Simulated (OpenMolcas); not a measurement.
# Mo³⁺ among point charges: CASSCF and CASPT2 levels and susceptibility, part 2 of 2

How does a field of 6 point charges split the states of Mo³⁺, and what χT follows?

OpenMolcas 26.06; ANO-RCC-VDZP, DKH2, active space 3 electrons in 5 orbitals (4d), orbitals: per spin and parity. Surroundings: 6 point charges of -0.85 e arranged as a trigonal prism (D3h), 1.83 Å from the ion, with a polar angle of 48.1° against the regular 49.1°.

### 5 State interaction with spin-orbit coupling

a.inp

```
&RASSI
NrOfJobIphs=2 10 40
1 2 3 4 5 6 7 8 9 10
1 2 3 4 5 6 7 8 9 10 11 12 13 14 15 16 17 18 19 20 21 22 23 24 25 26 27
28 29 30 31 32 33 34 35 36 37 38 39 40
IphNames
JOB001
JOB002
EJob
SpinOrbit
DIPRint=1.0
SOCoupling=1000.0
Subsets=2
Property=9
'ANGMOM' 1 'ANGMOM' 2 'ANGMOM' 3 'MLTPL  1' 1 'MLTPL  1' 2 'MLTPL  1' 3
'AMFI' 1 'AMFI' 2 'AMFI' 3
SOProperty=3
'ANGMOM' 1 'ANGMOM' 2 'ANGMOM' 3
```

Log:

```text
SPIN-FREE ENERGIES:
  (Shifted by EMIN (a.u.) =      -4048.4203556858)

 SF State       Relative EMIN(au)   Rel lowest level(eV)    D:o, cm**(-1)      L_eff

     1             0.0000000000        0.0000000000              0.0000         2.9
     2             0.0269308761        0.7328264720           5910.6441         2.9
     3             0.0269308781        0.7328265265           5910.6445         2.9
     4             0.0352254430        0.9585331341           7731.0911         3.0
     5             0.0353384111        0.9616071540           7755.8848         3.0
     6             0.0612644087        1.6670894892          13445.9835         3.0
     7             0.0612644099        1.6670895209          13445.9838         3.0
    11             0.0615897486        1.6759424382          13517.3874         4.5
    12             0.0615897486        1.6759424382          13517.3874         4.5
    13             0.0686335014        1.8676127159          15063.3124         3.6
    14             0.0686335014        1.8676127159          15063.3124         3.6
    15             0.0748022409        2.0354726702          16417.1943         3.2
     8             0.0803038693        2.1851796046          17624.6621         1.1
     9             0.0803038733        2.1851797121          17624.6630         1.1
    16             0.0849802603        2.3124306874          18651.0113         4.0
    17             0.0857409301        2.3331295658          18817.9590         4.0
    18             0.0867306615        2.3600615301          19035.1800         2.5
    19             0.0923192142        2.5121337954          20261.7255         3.9
    20             0.0923192156        2.5121338338          20261.7258         3.9
    21             0.0929026948        2.5280111119          20389.7847         4.9
    22             0.0929026948        2.5280111119          20389.7847         4.9
    23             0.0979348221        2.6649422700          21494.2090         1.5
    24             0.0979348237        2.6649423157          21494.2093         1.5
    25             0.1072751630        2.9191058955          23544.1769         4.9
    26             0.1077210197        2.9312382740          23642.0311         4.9
    27             0.1102686204        3.0005620210          24201.1648         4.4
    28             0.1102686204        3.0005620210          24201.1648         4.4
    29             0.1147059187        3.1213070596          25175.0392         3.9
    30             0.1147059227        3.1213071672          25175.0401         3.9
    10             0.1238469184        3.3700463314          27181.2568         1.2
    31             0.1285709773        3.4985945226          28218.0678         4.5
    32             0.1285709773        3.4985945226          28218.0678         4.5
    33             0.1319616522        3.5908594885          28962.2350         3.0
    34             0.1319616556        3.5908595794          28962.2357         3.0
    35             0.1329639979        3.6181347050          29182.2244         3.0
    36             0.1349322110        3.6716925097          29614.1973         2.8
    37             0.1349322115        3.6716925254          29614.1974         2.8
    38             0.1429105483        3.8887941288          31365.2399         4.1
    39             0.1568805157        4.2689363079          34431.2934         3.0
    40             0.1579012655        4.2967123237          34655.3220         3.0
Eigenvalues of complex Hamiltonian:
   -----------------------------------
  (Shifted by EMIN (a.u.) =      -4048.4203556858)

 SO State       Relative EMIN(au)   Rel lowest level(eV)    D:o, cm**(-1)     J-value

     1            -0.0016213595        0.0000000000              0.0000         2.9
     2            -0.0016213595        0.0000000000              0.0000         2.9
     3            -0.0006748294        0.0257563971            207.7394         2.9
     4            -0.0006748294        0.0257563971            207.7394         2.9
     5             0.0251729422        0.7291100925           5880.6695         3.1
     6             0.0251729422        0.7291100925           5880.6695         3.1
     7             0.0263333565        0.7606865736           6135.3510         3.5
     8             0.0263333565        0.7606865736           6135.3510         3.5
     9             0.0268619304        0.7750698043           6251.3596         3.1
    10             0.0268619304        0.7750698043           6251.3596         3.1
    11             0.0278617215        0.8022755059           6470.7883         2.8
    12             0.0278617215        0.8022755059           6470.7883         2.8
    13             0.0291140917        0.8363542332           6745.6518         1.8
    14             0.0291140917        0.8363542332           6745.6518         1.8
    15             0.0329097536        0.9396394573           7578.7033         2.0
    16             0.0329097536        0.9396394573           7578.7033         2.0
    17             0.0364932708        1.0371519280           8365.1944         1.9
    18             0.0364932708        1.0371519280           8365.1944         1.9
    19             0.0397432395        1.1255880808           9078.4801         1.7
    20             0.0397432395        1.1255880808           9078.4801         1.7
    21             0.0575938352        1.6113275358          12996.2330         2.8
    22             0.0575938352        1.6113275358          12996.2330         2.8
    23             0.0601245121        1.6801907598          13551.6524         3.2
    24             0.0601245121        1.6801907598          13551.6524         3.2
    25             0.0605485388        1.6917291146          13644.7155         2.5
    26             0.0605485388        1.6917291146          13644.7155         2.5
    27             0.0616603508        1.7219830624          13888.7300         2.4
    28             0.0616603508        1.7219830624          13888.7300         2.4
    29             0.0622549674        1.7381634031          14019.2333         3.2
    30             0.0622549674        1.7381634031          14019.2333         3.2
    31             0.0640187573        1.7861585718          14406.3404         2.7
    32             0.0640187573        1.7861585718          14406.3404         2.7
    33             0.0670803624        1.8694690901          15078.2851         3.2
    34             0.0670803624        1.8694690901          15078.2851         3.2
    35             0.0696383347        1.9390750636          15639.6951         3.0
    36             0.0696383347        1.9390750636          15639.6951         3.0
    37             0.0722426936        2.0099432788          16211.2858         2.7
    38             0.0722426936        2.0099432788          16211.2858         2.7
    39             0.0774100928        2.1505553752          17345.3989         2.1
    40             0.0774100928        2.1505553752          17345.3989         2.1
    41             0.0784985529        2.1801738831          17584.2882         1.5
Weights of the five most important spin-orbit-free states for each spin-orbit state.

 SO State  Total energy (au)           Spin-free states, spin, and weights
 -------------------------------------------------------------------------------------------------------
    1        -0.001621       1 1.5  0.9529    2 1.5  0.0203    3 1.5  0.0203   15 0.5  0.0052   24 0.5  0.0003
    2        -0.001621       1 1.5  0.9529    2 1.5  0.0203    3 1.5  0.0203   15 0.5  0.0052   24 0.5  0.0003
    3        -0.000675       1 1.5  0.9814    2 1.5  0.0082    3 1.5  0.0082   24 0.5  0.0005   23 0.5  0.0005
    4        -0.000675       1 1.5  0.9814    2 1.5  0.0082    3 1.5  0.0082   24 0.5  0.0005   23 0.5  0.0005
    5         0.025173       2 1.5  0.4960    3 1.5  0.4960    1 1.5  0.0027    6 1.5  0.0012    7 1.5  0.0012
    6         0.025173       2 1.5  0.4960    3 1.5  0.4960    1 1.5  0.0027    6 1.5  0.0012    7 1.5  0.0012
    7         0.026333       2 1.5  0.4726    3 1.5  0.4726    1 1.5  0.0384    6 1.5  0.0048    7 1.5  0.0048
    8         0.026333       2 1.5  0.4726    3 1.5  0.4726    1 1.5  0.0384    6 1.5  0.0048    7 1.5  0.0048
    9         0.026862       3 1.5  0.4525    2 1.5  0.4525    4 1.5  0.0259    5 1.5  0.0253    1 1.5  0.0155
   10         0.026862       3 1.5  0.4525    2 1.5  0.4525    4 1.5  0.0259    5 1.5  0.0253    1 1.5  0.0155
   11         0.027862       3 1.5  0.4853    2 1.5  0.4853   13 0.5  0.0055   14 0.5  0.0055    6 1.5  0.0051
   12         0.027862       3 1.5  0.4853    2 1.5  0.4853   13 0.5  0.0055   14 0.5  0.0055    6 1.5  0.0051
```

These steps took 9.4 s in all on 1 thread of Arm Neoverse V2, shared host.

States without spin-orbit coupling:

```csv
state,degeneracy,E (cm-1),free-ion L (%)
4A2,1,0,F (92)
4E,2,5911,F (97)
4A1,1,7731,F (100)
4A2,1,7756,F (100)
4E,2,13446,F (100)
2E,2,13517,G (52)
2E,2,15063,G (65)
2A1,1,16417,G (53)
4E,2,17625,P (97)
2A2,1,18651,G (95)
2A1,1,18818,G (95)
2A2,1,19035,P (64)
2E,2,20262,G (90)
2E,2,20390,H (98)
2E,2,21494,P (61)
2A1,1,23544,H (96)
2A2,1,23642,H (96)
2E,2,24201,H (71)
2E,2,25175,H (58)
4A2,1,27181,P (92)
2E,2,28218,H (52)
2E,2,28962,F (32)
2A1,1,29182,D (55)
2E,2,29614,D (64)
```

With spin-orbit coupling:

| E (cm-1) | Degeneracy | Label | 2S+1 | g |
| --- | --- | --- | --- | --- |
| 0.0 | 2 | E1/2 | 4 | 1.99 2.99 2.99 |
| 207.7 | 2 | E3/2 | 4 | 0.00 0.00 5.97 |
| 5881 | 2 | E1/2 | 4 | 2.67 2.67 3.16 |
| 6135 | 2 | E1/2 | 4 | 0.83 3.66 3.66 |
| 6251 | 2 | E3/2 | 4 | 0.00 0.00 3.76 |
| 6471 | 2 | E1/2 | 4 | 0.00 0.00 7.91 |
| 6746 | 2 | E3/2 | 4 | 0.00 0.00 0.21 |
| 7579 | 2 | E1/2 | 4 | 0.12 0.12 4.01 |
| 8365 | 2 | E1/2 | 4 | 0.12 0.12 7.95 |
| 9078 | 2 | E3/2 | 4 | 0.00 0.00 11.88 |
| 12996 | 2 | E1/2 | 4 | 0.00 0.00 2.00 |
| 13552 | 2 | E3/2 | 4 | 0.00 0.00 1.95 |
| 13645 | 2 | E1/2 | 2 | 0.13 0.13 6.21 |
| 13889 | 2 | E3/2 | 2 | 0.00 0.00 9.84 |
| 14019 | 2 | E1/2 | 4 | 0.13 0.13 5.92 |
| 14406 | 2 | E1/2 | 4 | 0.10 0.10 9.60 |
| 15078 | 2 | E3/2 | 2 | 0.00 0.00 1.92 |
| 15640 | 2 | E1/2 | 2 | 0.10 0.10 5.88 |
| 16211 | 2 | E1/2 | 2 | 0.05 0.05 2.27 |
| 17345 | 2 | E1/2 | 4 | 1.69 2.31 2.31 |
| 17584 | 2 | E1/2 | 4 | 1.85 3.05 3.05 |
| 17888 | 2 | E3/2 | 4 | 0.00 0.00 3.95 |
| 18313 | 2 | E1/2 | 4 | 0.00 0.00 7.89 |
| 19151 | 2 | E1/2 | 2 | 1.06 1.06 3.68 |

The table of states holds 24 of 33 computed; the rest, higher up, is left out. Labels of spin-orbit levels are those of the rotation subgroup (D3 for D3h). Principal g values are given for doublets only; a zero marks a field direction without first-order Zeeman splitting.

Powder χT (cm³ K/mol): 0.69 at 2 K, 0.70 at 5 K, 0.71 at 10 K, 0.74 at 20 K, 0.83 at 50 K, 0.98 at 100 K, 1.09 at 150 K, 1.17 at 200 K, 1.23 at 250 K, 1.27 at 300 K.

Orbitals of the lowest block (energies include the constant potential of the surroundings):

```csv
shell,space,energy (hartree),mean occupation,⟨r²⟩ (bohr²)
1s,inactive,-738.4515,2.000,0.00163
2s,inactive,-106.8865,2.000,0.0277
2p,inactive,-95.3413,6.000,0.0219
3s,inactive,-19.1966,2.000,0.208
3p,inactive,-15.2992,6.000,0.213
3d,inactive,-8.9388,10.000,0.206
4s,inactive,-2.6501,2.000,1.39
4p,inactive,-1.4802,6.000,1.69
4d,RAS2,,3.000,3.30
```

### 6 CASPT2: IPEA 0.25, imaginary shift 0.1 (closed shells correlated: 4s 4p)

a.inp

```
>>> COPY JOB001 $Project.JobIph
&CASPT2
Multistate=10 1 2 3 4 5 6 7 8 9 10
NoMult
Frozen=14
IPEA=0.25
Imaginary=0.1
MaxIter=60
WThr=0.0 0.3 0.05
PrWF=0.5
NoMix
>>> COPY JOB002 $Project.JobIph
&CASPT2
Multistate=40 1 2 3 4 5 6 7 8 9 10 11 12 13 14 15 16 17 18 19 20 21 22
23 24 25 26 27 28 29 30 31 32 33 34 35 36 37 38 39 40
NoMult
Frozen=14
IPEA=0.25
Imaginary=0.1
MaxIter=60
WThr=0.0 0.3 0.05
PrWF=0.5
NoMix
```

The run is started by

```bash
$ OMP_NUM_THREADS=1 MOLCAS_MEM=1689 MOLCAS_PROJECT=a pymolcas a.inp > a.log
```

Log:

```text
Orbital specifications:
      -----------------------

      Symmetry species                           1
                                                 a
      Frozen orbitals                           14
      Inactive orbitals                          4
      Active orbitals                            5
      Secondary orbitals                        20
      Deleted orbitals                           0
      Number of basis functions                 43
Type of calculation                        SS-CASPT2
      Fock operator                              state-specific
      IPEA shift                                 0.25
      Real shift                                 0.00
      Imaginary shift                            0.10
      The input orbitals will be transformed to quasi-canonical
Reference energy:       -4048.4203556858
      E2 (Non-variational):      -0.2102826502
      Shift correction:          -0.0001392989
      E2 (Variational):          -0.2104219492
      Total energy:           -4048.6307776349
      Residual norm:              0.0000009438
      Reference weight:           0.95277
      Contributions to the CASPT2 correlation energy
      Active & Virtual Only:         -0.0160336246
      One Inactive Excited:          -0.0919478893
      Two Inactive Excited:          -0.1023011363
Reference energy:       -4048.3934248096
      E2 (Non-variational):      -0.2104601794
      Shift correction:          -0.0001355497
      E2 (Variational):          -0.2105957292
      Total energy:           -4048.6040205388
      Residual norm:              0.0000003532
      Reference weight:           0.95256
      Contributions to the CASPT2 correlation energy
      Active & Virtual Only:         -0.0158606219
      One Inactive Excited:          -0.0928757743
      Two Inactive Excited:          -0.1017237832
::    CASPT2 Root  1     Total energy:  -4048.63077763
::    CASPT2 Root  2     Total energy:  -4048.60402054
::    CASPT2 Root  3     Total energy:  -4048.60401914
::    CASPT2 Root  4     Total energy:  -4048.59644388
::    CASPT2 Root  5     Total energy:  -4048.59640561
::    CASPT2 Root  6     Total energy:  -4048.56726079
::    CASPT2 Root  7     Total energy:  -4048.56636735
::    CASPT2 Root  8     Total energy:  -4048.55980300
::    CASPT2 Root  9     Total energy:  -4048.55980168
::    CASPT2 Root 10     Total energy:  -4048.51348097
Orbital specifications:
      -----------------------

      Symmetry species                           1
                                                 a
      Frozen orbitals                           14
      Inactive orbitals                          4
      Active orbitals                            5
      Secondary orbitals                        20
      Deleted orbitals                           0
      Number of basis functions                 43
Type of calculation                        SS-CASPT2
      Fock operator                              state-specific
      IPEA shift                                 0.25
      Real shift                                 0.00
      Imaginary shift                            0.10
      The input orbitals will be transformed to quasi-canonical
Reference energy:       -4048.3587659371
      E2 (Non-variational):      -0.2172680643
      Shift correction:          -0.0002044871
      E2 (Variational):          -0.2174725514
      Total energy:           -4048.5762384886
      Residual norm:              0.0000005501
      Reference weight:           0.94842
      Contributions to the CASPT2 correlation energy
      Active & Virtual Only:         -0.0187613568
      One Inactive Excited:          -0.0967675519
      Two Inactive Excited:          -0.1017391556
Reference energy:       -4048.3587659370
      E2 (Non-variational):      -0.2169420941
      Shift correction:          -0.0002010880
      E2 (Variational):          -0.2171431821
      Total energy:           -4048.5759091191
      Residual norm:              0.0000005384
      Reference weight:           0.94871
      Contributions to the CASPT2 correlation energy
      Active & Virtual Only:         -0.0184826018
      One Inactive Excited:          -0.0966741749
      Two Inactive Excited:          -0.1017853174
::    CASPT2 Root  1     Total energy:  -4048.57623849
::    CASPT2 Root  2     Total energy:  -4048.57590912
::    CASPT2 Root  3     Total energy:  -4048.56930381
::    CASPT2 Root  4     Total energy:  -4048.56929504
::    CASPT2 Root  5     Total energy:  -4048.56813830
::    CASPT2 Root  6     Total energy:  -4048.55386474
::    CASPT2 Root  7     Total energy:  -4048.55353264
::    CASPT2 Root  8     Total energy:  -4048.55739267
::    CASPT2 Root  9     Total energy:  -4048.54607625
::    CASPT2 Root 10     Total energy:  -4048.54637000
::    CASPT2 Root 11     Total energy:  -4048.54323855
::    CASPT2 Root 12     Total energy:  -4048.54325553
::    CASPT2 Root 13     Total energy:  -4048.54600605
::    CASPT2 Root 14     Total energy:  -4048.54600652
::    CASPT2 Root 15     Total energy:  -4048.52946542
::    CASPT2 Root 16     Total energy:  -4048.52922738
::    CASPT2 Root 17     Total energy:  -4048.53118745
::    CASPT2 Root 18     Total energy:  -4048.53127159
::    CASPT2 Root 19     Total energy:  -4048.52500692
::    CASPT2 Root 20     Total energy:  -4048.52499757
::    CASPT2 Root 21     Total energy:  -4048.50668764
::    CASPT2 Root 22     Total energy:  -4048.50667089
::    CASPT2 Root 23     Total energy:  -4048.51118108
::    CASPT2 Root 24     Total energy:  -4048.51118685
::    CASPT2 Root 25     Total energy:  -4048.50729161
::    CASPT2 Root 26     Total energy:  -4048.50628609
::    CASPT2 Root 27     Total energy:  -4048.50635401
::    CASPT2 Root 28     Total energy:  -4048.49511498
::    CASPT2 Root 29     Total energy:  -4048.49131340
::    CASPT2 Root 30     Total energy:  -4048.49062735
```

This run: 4.1 s of run time, 1 thread of Arm Neoverse V2, shared host.

SS-CASPT2: lowest energy less the reference's lowest, -0.2104 hartree; reference weights 0.940 to 0.954.

States without spin-orbit coupling:

```csv
state,degeneracy,E (cm-1),free-ion L (%)
4A2,1,0,F (92)
4E,2,5873,F (97)
4A1,1,7535,F (100)
4A2,1,7544,F (100)
2E,2,12006,G (52)
2E,2,13493,G (65)
2A1,1,13748,G (53)
4E,2,14038,F (100)
4E,2,15577,P (97)
2A2,1,16106,P (64)
2A2,1,16880,G (95)
2A1,1,16953,G (95)
2E,2,18558,G (90)
2E,2,18605,P (61)
2E,2,19211,H (98)
2E,2,21848,H (71)
2A1,1,22235,H (96)
2A2,1,22288,H (96)
2E,2,23215,H (58)
4A2,1,25744,P (92)
2E,2,26248,F (32)
2A1,1,27102,D (55)
2E,2,27236,H (52)
2E,2,27315,D (64)
```

With spin-orbit coupling:

| E (cm-1) | Degeneracy | Label | 2S+1 | g |
| --- | --- | --- | --- | --- |
| 0 | 2 | E1/2 | 4 | 1.99 2.97 2.97 |
| 220 | 2 | E3/2 | 4 | 0.00 0.00 5.97 |
| 5860 | 2 | E1/2 | 4 | 2.71 2.71 3.13 |
| 6110 | 2 | E1/2 | 4 | 0.86 3.71 3.71 |
| 6210 | 2 | E3/2 | 4 | 0.00 0.00 3.50 |
| 6440 | 2 | E1/2 | 4 | 0.00 0.00 7.89 |
| 6560 | 2 | E3/2 | 4 | 0.00 0.00 0.48 |
| 7400 | 2 | E1/2 | 4 | 0.04 0.04 4.03 |
| 8170 | 2 | E1/2 | 4 | 0.04 0.04 7.94 |
| 8830 | 2 | E3/2 | 4 | 0.00 0.00 11.82 |
| 12180 | 2 | E1/2 | 2 | 0.09 0.09 6.02 |
| 12470 | 2 | E3/2 | 2 | 0.00 0.00 9.91 |
| 13380 | 2 | E3/2 | 2 | 0.00 0.00 1.90 |
| 13490 | 2 | E1/2 | 4 | 0.09 0.09 0.73 |
| 13690 | 2 | E1/2 | 2 | 0.43 0.43 0.88 |
| 14040 | 2 | E1/2 | 2 | 0.15 0.15 5.92 |
| 14270 | 2 | E3/2 | 4 | 0.00 0.00 2.01 |
| 14570 | 2 | E1/2 | 4 | 0.03 0.03 5.82 |
| 14790 | 2 | E1/2 | 4 | 0.06 0.06 9.62 |
| 15100 | 2 | E1/2 | 4 | 2.09 2.32 2.32 |
| 15500 | 2 | E1/2 | 4 | 1.49 2.97 2.97 |
| 15850 | 2 | E3/2 | 4 | 0.00 0.00 3.92 |
| 16290 | 2 | E1/2 | 4 | 0.00 0.00 7.87 |
| 17240 | 2 | E1/2 | 2 | 1.62 1.62 2.22 |

Powder χT (cm³ K/mol): 0.68 at 2 K, 0.69 at 5 K, 0.71 at 10 K, 0.73 at 20 K, 0.82 at 50 K, 0.96 at 100 K, 1.07 at 150 K, 1.15 at 200 K, 1.21 at 250 K, 1.25 at 300 K.

### 7 The methods side by side

A. CASSCF
B. SS-CASPT2, IPEA 0.25, imaginary shift 0.1 (closed shells correlated: 4s 4p)

```csv
method,ground state,first state of that spin (cm-1),first gap with spin-orbit (cm-1),χT at 300 K
A,4A2,4E 5911,207.7,1.27
B,4A2,4E 5873,222.8,1.25
```

### 8 Outcome

This closing draws on all 2 parts.

| quantity | value |
| --- | --- |
| method | SS-CASPT2, IPEA 0.25, imaginary shift 0.1 (closed shells correlated: 4s 4p) |
| spin-free ground state | 4A2, 1-fold in its orbital part |
| first state of the same spin within the active space | 4E at 5870 cm⁻¹ |
| lowest level | 2-fold E1/2, g = 1.99, 2.97, 2.97 |
| next level | 222.8 cm⁻¹ |
| χT at 300 K | 1.25 cm³ K/mol |
| effective moment at 300 K | 3.17 μB |

Cost by method:

```csv
method,time of its own steps,time with the reference
A. CASSCF,9.4 s,9.4 s
"B. SS-CASPT2, IPEA 0.25, imaginary shift 0.1, +4s 4p",4.1 s,14 s
```

Times are of one thread on a shared host.

**Reading.** The spin-free ground state (4A2) comes to 92 % from free-ion F terms and keeps the highest spin of the shell. χT at 300 K is 1.25, against 1.88 cm³ K/mol for the spin alone, so spin-orbit coupling lowers it. CASPT2 does not keep the components of a term degenerate, and the means are used. The field of point charges can differ much from that of real complexes. This is an electrostatic model: the charges have no orbitals.
